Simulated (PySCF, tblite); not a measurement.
# C5H7BCl2O2: geometry, infrared bands and NMR shifts

Wanted: the infrared bands and NMR shifts of C5H7BCl2O2 (`C=C(CB(Cl)Cl)C(=O)OC`), by calculation.

Computed with tblite 0.8.0 and PySCF 2.14.0, with density-fitted response routines of our own, on a single molecule in the gas phase. Atoms count from 0, in the outputs and in this text.

### 1 Starting geometry

17 atoms, charge 0, multiplicity 1; geometry from: force field or distance geometry start.

Bonds of the start (Å): C0–C1 1.31, C1–C2 1.49, C2–B3 1.56, B3–Cl4 1.87, B3–Cl5 1.84, C1–C6 1.46, C6–O7 1.27, C6–O8 1.40, O8–C9 1.42, C0–H10 1.11, C0–H11 1.07, C2–H12 1.13, C2–H13 1.12, C9–H14 1.08, C9–H15 1.10, C9–H16 1.11.

### 2 Optimising the geometry with GFN2-xTB

Job settings and geometry (Å):

```
{"job": {"kind": "relax", "xc": "GFN2-xTB", "basis": "xTB"}, "charge": 0, "multiplicity": 1}
C     -0.944900     2.032700    -0.683300
C     -0.647400     0.874100    -0.141200
C     -1.709700    -0.043000     0.344500
B     -1.732800    -1.436500    -0.364500
Cl    -2.802400    -2.779400     0.387500
Cl    -0.770000    -1.900900    -1.856500
C      0.778500     0.557500    -0.029900
O      1.602500     1.420600    -0.463300
O      1.194900    -0.651000     0.540000
C      2.603500    -0.835100     0.586500
H     -2.014200     2.315400    -0.785000
H     -0.217800     2.734300    -1.042600
H     -1.486000    -0.204900     1.439400
H     -2.699100     0.485300     0.316700
H      2.782300    -1.904300     0.590100
H      3.013800    -0.346700    -0.310400
H      3.041900    -0.306100     1.462100
```

Run with:

```bash
> OMP_NUM_THREADS=1 python probes_run.py task.json out
```

The driver reads the jobs from task.json and runs them one after another.

**Question.** This job is followed by: GFN2-xTB harmonic vibrations, gas phase; GIAO PBE0/pcSseg-1 NMR shielding, non-relativistic, gas phase. What will the session give for the following? strongest single infrared mode (GFN2-xTB); zero-point energy (GFN2-xTB); 13C shifts against TMS (PBE0/pcSseg-1); 1H shifts against TMS (PBE0/pcSseg-1, means over atoms taken as alike); 11B shifts against BF3·OEt2 (PBE0/pcSseg-1); 35Cl shifts against HCl (PBE0/pcSseg-1, means over atoms taken as alike); 17O shifts against H2O (PBE0/pcSseg-1); surface potential, 1st and 99th percentile.

The runs gave:

| quantity | value |
| --- | --- |
| strongest single infrared mode (GFN2-xTB) | 1761 cm⁻¹, 371 km/mol |
| zero-point energy (GFN2-xTB) | 72.3 kcal/mol |
| 13C shifts against TMS (PBE0/pcSseg-1) | 171.7, 146.0, 137.2, 51.6, 37.0 ppm |
| 1H shifts against TMS (PBE0/pcSseg-1, means over atoms taken as alike) | 6.86, 6.01, 3.84, 2.40 ppm |
| 11B shifts against BF3·OEt2 (PBE0/pcSseg-1) | 55.9 ppm |
| 35Cl shifts against HCl (PBE0/pcSseg-1, means over atoms taken as alike) | 232 ppm |
| 17O shifts against H2O (PBE0/pcSseg-1) | 418.1, 202.2 ppm |
| surface potential, 1st and 99th percentile | -1.46 V and 1.10 V |

What this shows: Over 142 steps the energy fell by 0.841 eV; of the close pairs, B3–Cl4 changed most, 1.874 to 1.718 Å. All 45 modes are real, so the xTB geometry is a minimum. The strongest single mode, at 1761 cm⁻¹, moves mainly C6 and O7. Unscaled tight-binding wavenumbers are off by several per cent, some by more. Its intensities can rank the bands wrongly. C6 (ester carbonyl carbon) lies farthest downfield among carbon, at 171.7 ppm; it is a carbonyl in resonance with an O or N lone pair, the region of acids, esters and amides. At PBE0/pcSseg-1: The widest tensor belongs to O7: span 685 ppm, with a paramagnetic part of -485 ppm. At PBE0/pcSseg-1, counted by nearest atom on the grid, the HOMO lies on C0, C1 about 31 % each; O7 10 %, the LUMO on C0 25 %; C1, C6 about 18 % each.
